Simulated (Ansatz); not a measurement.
# Si₃Ge₃H₁₄: how energies converge with the basis set

Aim: see how fast density functionals converge with the basis set for Si₃Ge₃H₁₄.

Method: one geometry, several basis sets; program: Ansatz 0.2.0, Gaussian basis.

Plan: PBE0-D4/def2-SVP; ωB97M-V/def2-SVP; PBE0-D4/def2-QZVPP; ωB97M-V/def2-QZVPP; the functionals' def2-TZVPP values are taken from earlier runs.

## (1) Structure used throughout

The geometry comes from an earlier relaxation with PBE0-D4 in a triple-zeta def2 set; it is a stationary point, not always the lowest conformer.

SMILES `[SiH3][SiH2][GeH2][GeH2][GeH2][SiH3]`, 20 atoms, charge 0, spin multiplicity 1.

Atoms are counted from 1 here; the program's logs count them from 0.

Bond lengths: Si1–Si2 2.338 Å, Si1–H7 1.487 Å, Si1–H8 1.487 Å, Si1–H9 1.488 Å, Si2–Ge3 2.383 Å, Si2–H10 1.490 Å, Si2–H11 1.490 Å, Ge3–Ge4 2.427 Å, Ge3–H12 1.540 Å, Ge3–H13 1.541 Å, Ge4–Ge5 2.426 Å, Ge4–H14 1.540 Å, Ge4–H15 1.541 Å, Ge5–Si6 2.379 Å, Ge5–H16 1.540 Å, Ge5–H17 1.540 Å, Si6–H18 1.487 Å, Si6–H19 1.486 Å and more. Angles: Si2–Si1–H7 110.9°, Si2–Si1–H8 109.8°, Si2–Si1–H9 110.2°, H7–Si1–H8 108.6°, H7–Si1–H9 108.4°, H8–Si1–H9 108.8°, Si1–Si2–Ge3 112.4°, Si1–Si2–H10 108.4°, Si1–Si2–H11 109.7°, Ge3–Si2–H10 109.4°, Ge3–Si2–H11 108.9°, H10–Si2–H11 107.9°, Si2–Ge3–Ge4 111.0°, Si2–Ge3–H12 109.7°, Si2–Ge3–H13 109.9°, Ge4–Ge3–H12 109.1°, Ge4–Ge3–H13 109.5°, H12–Ge3–H13 107.6° and more.

## (2) PBE0-D4 in def2-SVP

in.yaml reads:

```yaml
crystal:
  periodic: [false, false, false]
  atoms:
    - {symbol: Si, position_ang: [-2.002464, 1.792795, 0.279067]}
    - {symbol: Si, position_ang: [-1.536731, 0.253249, 1.976517]}
    - {symbol: Ge, position_ang: [0.766065, -0.356942, 2.043423]}
    - {symbol: Ge, position_ang: [1.266725, -2.050358, 0.378842]}
    - {symbol: Ge, position_ang: [0.452756, -1.342220, -1.793787]}
    - {symbol: Si, position_ang: [1.278258, 0.837788, -2.268667]}
    - {symbol: H, position_ang: [-1.754901, 1.196363, -1.060528]}
    - {symbol: H, position_ang: [-1.135713, 2.991374, 0.433390]}
    - {symbol: H, position_ang: [-3.426426, 2.218734, 0.347693]}
    - {symbol: H, position_ang: [-1.926306, 0.859776, 3.280955]}
    - {symbol: H, position_ang: [-2.355922, -0.975695, 1.779804]}
    - {symbol: H, position_ang: [1.639368, 0.884173, 1.778736]}
    - {symbol: H, position_ang: [1.125881, -0.890644, 3.443970]}
    - {symbol: H, position_ang: [0.602914, -3.377850, 0.791079]}
    - {symbol: H, position_ang: [2.788905, -2.278932, 0.310666]}
    - {symbol: H, position_ang: [0.900297, -2.334408, -2.883687]}
    - {symbol: H, position_ang: [-1.086718, -1.342483, -1.761184]}
    - {symbol: H, position_ang: [2.727910, 0.752175, -2.589523]}
    - {symbol: H, position_ang: [0.562781, 1.457898, -3.414621]}
    - {symbol: H, position_ang: [1.113310, 1.705206, -1.072165]}
basis:
  gaussian: {orbitals: def2-SVP}
hamiltonian: {xc: pbe0, dispersion: d4}
output: {orbitals: {seedname: orbitals}}
```

Further steps of the session: ωB97M-V in def2-SVP; PBE0-D4 in def2-QZVPP; ωB97M-V in def2-QZVPP.

Before running them: what should the planned runs give, taken together? Wanted: PBE0-D4: double and triple zeta above quadruple; ωB97M-V: double and triple zeta above quadruple.

As calculated:

```
                                       quantity           value
PBE0-D4: double and triple zeta above quadruple  34.13, 4.45 eV
ωB97M-V: double and triple zeta above quadruple  34.08, 4.31 eV
```

What this shows: For PBE0-D4 the step from double to triple zeta gains 29.68 eV and the next only 4.45 eV. These are total energies; as a rule much of such shifts cancels in differences, which this series doesn't test.
